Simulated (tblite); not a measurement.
# C5H12BO2P: the cost of one run

Programs: tblite 0.8.0 and PySCF 2.14.0, with density-fitted response routines of our own. Each step states its level of theory. These are calculated values for one molecule in the gas phase, unless marked as measured. Atoms count from 0, in the outputs and in this text.

## (1) Starting geometry

21 atoms, charge 0, multiplicity 1; geometry from: force field or distance geometry start.

Bonds of the start (Å): C0–C1 1.34, C1–C2 1.51, C2–C3 1.52, C1–O4 1.41, O4–B5 1.51, B5–P6 1.92, B5–O7 1.47, O7–C8 1.41, C0–H9 1.08, C0–H10 1.09, C2–H11 1.11, C2–H12 1.11, C3–H13 1.11, C3–H14 1.12, C3–H15 1.09, P6–H16 1.46, P6–H17 1.45, C8–H18 1.12, C8–H19 1.11, C8–H20 1.12.

## (2) Optimising the geometry with GFN2-xTB

The job: settings as JSON, then the geometry in Å.

```
{"job": {"kind": "relax", "xc": "GFN2-xTB", "basis": "xTB"}, "charge": 0, "multiplicity": 1}
C      0.655500     0.912200     2.425000
C      0.464300     0.496400     1.164100
C      1.229100     1.164700     0.049100
C      2.332600     0.278900    -0.495200
O     -0.376600    -0.616000     0.988000
B     -0.920300    -1.149700    -0.311000
P     -1.807800    -2.856700    -0.306400
O     -0.819600    -0.386400    -1.563600
C     -1.976300     0.400400    -1.695000
H      1.298900     1.744100     2.660200
H      0.129900     0.425100     3.242500
H      1.675000     2.117900     0.393100
H      0.524900     1.452500    -0.761400
H      1.922900    -0.674000    -0.898400
H      3.049600     0.040200     0.327300
H      2.874800     0.798800    -1.286700
H     -0.762300    -3.507000     0.471900
H     -2.629200    -2.540700     0.852000
H     -2.901600    -0.217300    -1.772000
H     -1.894200     0.991400    -2.628300
H     -2.078500     1.142000    -0.855900
```

Started as:

```bash
OMP_NUM_THREADS=1 python probes_run.py task.json out
```

One launch serves the whole session: the jobs run in the order shown.

**Question.** How long does this first job take on 1 thread of Arm Neoverse N1, shared host?

About 2.1 s.
